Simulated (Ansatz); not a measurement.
# Ba2Mg: the cost of one run

Program: Ansatz 0.2.0. Level of theory: DFT PBE, scalar-relativistic, plane waves, PAW. These are calculated values, not measurements.

1 further run of the same task is left out (it didn't finish).

### Step 1. The system as given

Symmetry: P6/mmm, No. 191, hexagonal system. Conventional cell: a = 4.551 Å, b = 4.551 Å, c = 4.913 Å, α = 90.00°, β = 90.00°, γ = 120.00°. Ba (site symmetry -6m2) is surrounded by 3 Ba at 2.63 Å. Mg (site symmetry 6/mmm) is surrounded by 12 Ba at 3.60 Å.

Structure file:

```
Ba Mg
1.0
     4.55058    0.00000    0.00000
    -2.27529    3.94092    0.00000
     0.00000    0.00000    4.91342
Ba Mg
2 1
Direct
  0.33333 0.66667 0.50000
  0.66667 0.33333 0.50000
  0.00000 0.00000 0.00000
```

(A quick probe on a coarse mesh, which set the mesh and smearing, is not shown.)

### Step 3. Rough relaxation on the coarse mesh

input.yaml

```yaml
crystal:
  lattice:
    - [4.5505814394, 0.0, 0.0]
    - [-2.2752907197, 3.9409191285, 0.0]
    - [0.0, 0.0, 4.9134184977]
  atoms:
    - { symbol: Ba, position: [0.3333333333, 0.6666666667, 0.5] }
    - { symbol: Ba, position: [0.6666666667, 0.3333333333, 0.5] }
    - { symbol: Mg, position: [0.0, 0.0, 0.0] }
basis:
  ecutwfc: 420
kpoints:
  mp_grid: { grid: [6, 6, 4] }
hamiltonian:
  xc: pbe
scf:
  occupations: { method: gaussian, width: 0.1 }
  lower_state_search: "off"
output:
  forces: true
  stress: true
  eigenvalues: true
relax:
  adjacent_minimum: "off"
  f_tol: 0.04
  max_steps: 70
  cell: { stress_tol: 0.4 }
```

Started as:

```sh
> ansatz run input.yaml --threads 1 --pin off --max-ram 2560MiB --backend cpu --events-out ev --progress --plain --runs-dir out
```

Q: Estimate wall time and peak memory on 1 thread of Arm Neoverse V2, shared host.

About 40 s, with a peak of 0.38 GiB.
